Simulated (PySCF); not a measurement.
# C4H12Ge: geometry, NMR shifts, spin-spin couplings, electronic excitations and core binding energies, part 2 of 2

PySCF 2.14.0. Atoms count from 0.

## 6. Nuclear shieldings: B97-2/pcSseg-1

The job: settings as JSON, then the geometry in Å.

```
{"job": {"kind": "nmr", "xc": "B97-2", "basis": "pcSseg-1", "pop": false}, "charge": 0, "multiplicity": 1}
C     -0.262304    -1.037315    -1.633277
Ge    -0.001981     0.003882     0.003536
C     -0.091697     1.913299    -0.418753
C     -1.404578    -0.453076     1.290283
C      1.749128    -0.415548     0.771870
H     -1.239329    -0.812420    -2.087310
H     -0.224512    -2.116232    -1.418165
H      0.520443    -0.806877    -2.371817
H      0.043304     2.521527     0.488452
H     -1.066334     2.168893    -0.861842
H      0.694960     2.189321    -1.137341
H     -2.400122    -0.228039     0.878460
H     -1.369926    -1.524965     1.537875
H     -1.281859     0.118164     2.222984
H      1.823813    -1.487966     1.007619
H      2.555599    -0.161375     0.067428
H      1.912864     0.152199     1.700430
```

Level: GIAO B97-2/pcSseg-1 NMR shielding, non-relativistic, gas phase.

The log of the run:

```text
coarse grid: 57800 points
cycle   1  E = -2236.8214051314  dE = -7.192e-01  |g| = 9.066e-01  |ddm| = 3.518e+00
cycle   2  E = -2236.7813903782  dE =  4.001e-02  |g| = 9.688e-01  |ddm| = 1.080e+00
cycle   3  E = -2236.9286765199  dE = -1.473e-01  |g| = 6.468e-02  |ddm| = 6.305e-01
cycle   4  E = -2236.9291329995  dE = -4.565e-04  |g| = 1.977e-02  |ddm| = 4.838e-02
cycle   5  E = -2236.9292104515  dE = -7.745e-05  |g| = 1.159e-03  |ddm| = 1.677e-02
cycle   6  E = -2236.9292107313  dE = -2.798e-07  |g| = 4.143e-04  |ddm| = 1.659e-03
final grid: 122336 points
cycle   7  E = -2236.9291651147  dE = -8.068e-08  |g| = 4.790e-04  |ddm| = 2.491e-03
cycle   8  E = -2236.9291651046  dE =  1.019e-08  |g| = 6.354e-04  |ddm| = 1.084e-03
cycle   9  E = -2236.9291651664  dE = -6.188e-08  |g| = 5.701e-05  |ddm| = 4.949e-04
cycle  10  E = -2236.9291651672  dE = -7.167e-10  |g| = 2.069e-06  |ddm| = 6.413e-05
converged SCF energy = -2236.9291651672

GIAO shielding tensors (ppm)
atom      isotropic    diamagn.    paramagn.     s11        s22        s33       span
  0 C      184.011     252.109     -68.098    180.585    180.771    190.677     10.092
  1 Ge    1321.402    2758.568   -1437.166   1320.464   1321.437   1322.304      1.839
  2 C      184.077     252.092     -68.015    180.694    180.850    190.687      9.993
  3 C      184.051     252.099     -68.048    180.651    180.800    190.703     10.051
  4 C      184.058     252.102     -68.044    180.635    180.853    190.686     10.051
  5 H       31.277      30.947       0.330     26.413     28.381     39.037     12.624
  6 H       31.275      30.949       0.326     26.405     28.384     39.035     12.629
  7 H       31.273      30.944       0.328     26.403     28.374     39.042     12.640
  8 H       31.268      30.913       0.355     26.392     28.366     39.047     12.654
  9 H       31.271      30.923       0.348     26.395     28.379     39.039     12.644
 10 H       31.273      30.933       0.339     26.400     28.387     39.031     12.631
 11 H       31.272      30.930       0.342     26.399     28.378     39.038     12.639
 12 H       31.277      30.945       0.332     26.409     28.393     39.028     12.619
 13 H       31.273      30.920       0.352     26.399     28.364     39.055     12.656
 14 H       31.275      30.942       0.333     26.401     28.388     39.035     12.634
 15 H       31.275      30.937       0.338     26.401     28.376     39.047     12.646
 16 H       31.270      30.926       0.344     26.400     28.375     39.036     12.636
```

It took 16 s on 1 thread of Arm Neoverse V2, shared host; peak memory 0.73 GiB.

In short: δ C0 -0.4, Ge1 0, H5 0.10 ppm (means over like atoms).

## 7. X-ray photoelectron lines: SCAN, X2C

The job, as its differences from that of step 6:

```diff
@@ -1,2 +1,2 @@
-{"job": {"kind": "nmr", "xc": "B97-2", "basis": "pcSseg-1", "pop": false}, "charge": 0, "multiplicity": 1}
+{"job": {"kind": "xps"}, "charge": 0, "multiplicity": 1}
 C     -0.262304    -1.037315    -1.633277
```

Level: delta-SCF UKS SCAN, pcX-2 on the ionised atom, pcseg-1 elsewhere, spin-free X2C.

The log of the run:

```text
ground state, core basis on atom 0 (C), 174 functions
  cycle   1  E = -2253.45190599  |g| = 7.05e-01
  cycle   2  E = -2253.35983230  |g| = 8.93e-01
  cycle   3  E = -2253.58480689  |g| = 2.57e-02
  cycle   4  E = -2253.58481147  |g| = 2.26e-02
  cycle   5  E = -2253.58493453  |g| = 5.96e-03
  cycle   6  E = -2253.58494683  |g| = 1.20e-03
  cycle   7  E = -2253.58494549  |g| = 2.39e-04
  E(ground) = -2253.72461616 Eh
hole in C 1s of atom 0
  cycle   1  E = -2242.35974125  |g| = 1.51e+00
  cycle   2  E = -2241.73789059  |g| = 1.77e+00
  cycle   3  E = -2242.89073812  |g| = 3.24e-01
  cycle   4  E = -2242.92746314  |g| = 1.25e-01
  cycle   5  E = -2242.93542686  |g| = 3.57e-02
  cycle   6  E = -2242.93602670  |g| = 5.31e-03
  cycle   7  E = -2242.93604608  |g| = 2.21e-03
  cycle   8  E = -2242.93604834  |g| = 8.17e-04
  cycle   9  E = -2242.93604922  |g| = 5.97e-04
  cycle  10  E = -2242.93605047  |g| = 1.88e-04
  E(ion) = -2243.07489171 Eh   <S^2> = 0.7678   hole on atom = 1.000   binding energy = 289.794 eV
```

Wall time 12 s (1 thread of Arm Neoverse V2, shared host); peak memory 0.41 GiB.

Binding energies by hole, beside the orbital energy of the ground state; the difference holds orbital relaxation and, for a density functional, its self-interaction error:

```
     hole      stands for                 environment  ΔSCF (eV)  −ε (eV)   ⟨S²⟩
C1s on C0  C0, C2, C3, C4  methyl carbon bonded to Ge     289.79    273.1  0.768
```

Each hole run stands for the others of its class of like atoms.

## 8. Comparing the runs: NMR shifts

Shifts (ppm), means over like atoms, with basis size and wall time:

```
           run    C0    H5  Ge1  functions  time
 PBE0/pcSseg-1  -0.9  0.09    0        169  18 s
B97-2/pcSseg-1  -0.4  0.10    0        169  16 s
```

## 9. Summary of results

What follows sums up all 2 parts.

| quantity | value |
| --- | --- |
| point group | Td |
| rotational constants (main isotopes) | 2.88, 2.88, 2.87 GHz |
| 13C shifts against TMS (PBE0/pcSseg-1, means over atoms taken as alike) | -0.9 ppm |
| 1H shifts against TMS (PBE0/pcSseg-1, means over atoms taken as alike) | 0.09 ppm |
| 73Ge shifts against GeMe4 (PBE0/pcSseg-1) | 0 ppm |
| largest coupling of the table (B3LYP/pcSseg-1+pcJ-1) | 1J(C,H) C0–H5, 133.2 Hz |
| lowest singlet (PBE0/def2-SVPD) | 7.46 eV (166 nm), f = 0.063 |
| brightest single state of those computed | state 3, 7.46 eV, f = 0.064 |
| lowest triplet | 7.30 eV |
| vertical ionisation energy (ΔSCF) | 9.94 eV |
| C1s binding energies, SCAN/pcX-2 | C0 289.79 eV |
| range of the shift of C0 | -0.9 to -0.4 ppm |

The start was shaken at random, so part of the energy gained undoes that. Over 10 steps the energy fell by 0.841 eV; of the close pairs, C0–H6 changed most, 1.012 to 1.101 Å. Of the pairs tabulated at B3LYP/pcSseg-1+pcJ-1, C0–H5 (mean over like pairs) couples most strongly (133.2 Hz; Fermi contact 130.6 Hz). The one measured coupling, C0–H5, differs from the computed size by 8.8 Hz; vibrational averaging and surroundings are not included. The lowest singlet, at 7.46 eV, is HOMO→LUMO 0.98 and is bright; of the 10 states computed, the strongest absorption comes from states 1 to 3 together at 7.46 eV. The lowest triplet lies 0.15 eV below the lowest singlet (triplets in Tamm-Dancoff, singlets in full TDDFT). The orbital energy would give 8.12 eV for ionisation, ΔSCF gives 9.94 eV. In ppm, C0 (with its like atoms) moves most: its shift spreads over 0.6 ppm, from -0.9 (PBE0/pcSseg-1) to -0.4 (B97-2/pcSseg-1). Spin-orbit coupling is left out, which matters for shieldings and couplings at and beside the heavy atoms.
